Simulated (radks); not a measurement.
# F⁻ held by a Watson sphere

Aim: the size and levels of F⁻ inside a shell of charge +1 and radius R, which stands for the Madelung well of a crystal, for several R.

Program: radks (a radial shooting solver on a logarithmic mesh, Libxc functionals) version 1. Level of theory: non-relativistic Kohn-Sham, PBEsol, spin-unpolarised, spherical densities, point nucleus. These are calculated values, not measurements, unless marked.

**1. Starting point**

| Quantity | Value |
| --- | --- |
| element | fluorine (Z = 9) |
| charge | -1 |
| electrons | 10 |
| configuration | [Ne] |

The outer shells:

F⁻
```
[He] core
2s [↑↓]
2p [↑↓][↑↓][↑↓]
```

**2. R = 1.9 bohr**

Settings of this run:

```text
Z 9
configuration [Ne]
relativity non-relativistic
functional pbe_sol,pbe_sol
spin unpolarised
nucleus point
watson charge 1 radius 1.9 bohr
response adiabatic LDA kernel
```

Run with:

```sh
> python run_ks.py task.json out
```

All runs below come from this command, one after another.

**3. R = 2.03 bohr**

Settings, as their differences from step 2:

```diff
@@ -6,3 +6,3 @@
 nucleus point
-watson charge 1 radius 1.9 bohr
+watson charge 1 radius 2.03 bohr
 response adiabatic LDA kernel
```

**4. R = 2.11 bohr**

Settings, as their differences from step 3:

```diff
@@ -6,3 +6,3 @@
 nucleus point
-watson charge 1 radius 2.03 bohr
+watson charge 1 radius 2.11 bohr
 response adiabatic LDA kernel
```

**5. R = 2.27 bohr**

Settings, as their differences from step 4:

```diff
@@ -6,3 +6,3 @@
 nucleus point
-watson charge 1 radius 2.11 bohr
+watson charge 1 radius 2.27 bohr
 response adiabatic LDA kernel
```

**6. R = 3.16 bohr**

Settings, as their differences from step 5:

```diff
@@ -6,3 +6,3 @@
 nucleus point
-watson charge 1 radius 2.27 bohr
+watson charge 1 radius 3.16 bohr
 response adiabatic LDA kernel
```

**Question.** What will these runs give? Wanted: for each run, R; highest level; its <r>; sum of <r²>; α.

The runs gave:

```tsv
R (bohr)	highest level (eV)	its <r> (bohr)	sum of <r²> (bohr²)	α (bohr³)
1.9	-9.349	1.212	14.74	7.395
2.03	-8.960	1.222	15.02	7.950
2.11	-8.730	1.228	15.19	8.301
2.27	-8.287	1.239	15.50	9.020
3.16	-6.278	1.282	16.82	13.26
```

What this shows: From R = 1.9 to 3.16 bohr the top level moves from -9.349 to -6.278 eV and its mean radius from 1.21 to 1.28 bohr. A wider sphere makes a shallower well, so the ion swells. The polarisability goes from 7.39 to 13.3 bohr³. Response by self-consistent Sternheimer equations with the Hartree and adiabatic LDA kernel. The sphere does not respond.
